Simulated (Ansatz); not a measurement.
**SnCl3 radical: basis-set convergence**

The task here is to estimate one member of a computed series from the others.

Program: Ansatz 0.2.0, Gaussian basis. Level of theory: one geometry, several basis sets. These are calculated values, not measurements.

Plan: PBE0-D4/def2-SVP; ωB97M-V/def2-SVP; PBE0-D4/def2-QZVPP; ωB97M-V/def2-QZVPP; the functionals' def2-TZVPP values are taken from earlier runs.

### The relaxed structure

All runs share one geometry, relaxed beforehand with PBE0-D4 in a triple-zeta def2 set. Sn takes the def2 core potential; no spin-orbit term is included.

SMILES `[Cl][Sn]([Cl])[Cl]`, 4 atoms, charge 0, spin multiplicity 2.

Atoms are counted from 1 here; the program's logs count them from 0.

Bond lengths: Cl1–Sn2 2.330 Å, Sn2–Cl3 2.330 Å, Sn2–Cl4 2.330 Å. Angles: Cl1–Sn2–Cl3 107.6°, Cl1–Sn2–Cl4 107.6°, Cl3–Sn2–Cl4 107.6°.

Set-up of the first run:

Input file in.yaml:

```yaml
crystal:
  periodic: [false, false, false]
  atoms:
    - {symbol: Cl, position_ang: [0.676192, 0.523871, 2.003353]}
    - {symbol: Sn, position_ang: [-0.589300, -0.121156, 0.155743]}
    - {symbol: Cl, position_ang: [0.394214, -2.034164, -0.741059]}
    - {symbol: Cl, position_ang: [-0.425508, 1.571049, -1.438236]}
basis:
  gaussian: {orbitals: def2-SVP}
magnetization: {spin_polarized: true, initial_magnetization: 1}
hamiltonian: {xc: pbe0, dispersion: d4}
output: {orbitals: {seedname: orbitals}}
```

Run with:

```console
ansatz run in.yaml --threads 4 --pin off --events-out ev --progress --plain --max-ram 10444MiB
```

Steps of the session up to this table: PBE0-D4 in def2-SVP; ωB97M-V in def2-SVP; PBE0-D4 in def2-QZVPP; ωB97M-V in def2-QZVPP.

One table of the session follows, with a row left open; its other results are not shown here.

It belongs to the step «Density functionals: the series». 

```
functional       basis  HOMO (eV)  LUMO (eV)
   PBE0-D4    def2-SVP          ?          ?
   PBE0-D4  def2-TZVPP      -7.73      -5.07
   PBE0-D4  def2-QZVPP      -7.74      -5.09
   ωB97M-V    def2-SVP      -9.50      -3.11
   ωB97M-V  def2-TZVPP      -9.70      -3.30
   ωB97M-V  def2-QZVPP      -9.73      -3.36
```

**Question.** Estimate the row for PBE0-D4, def2-SVP.

**Answer.** HOMO (eV): -7.59; LUMO (eV): -4.96. In the column «HOMO (eV)» it is the highest.
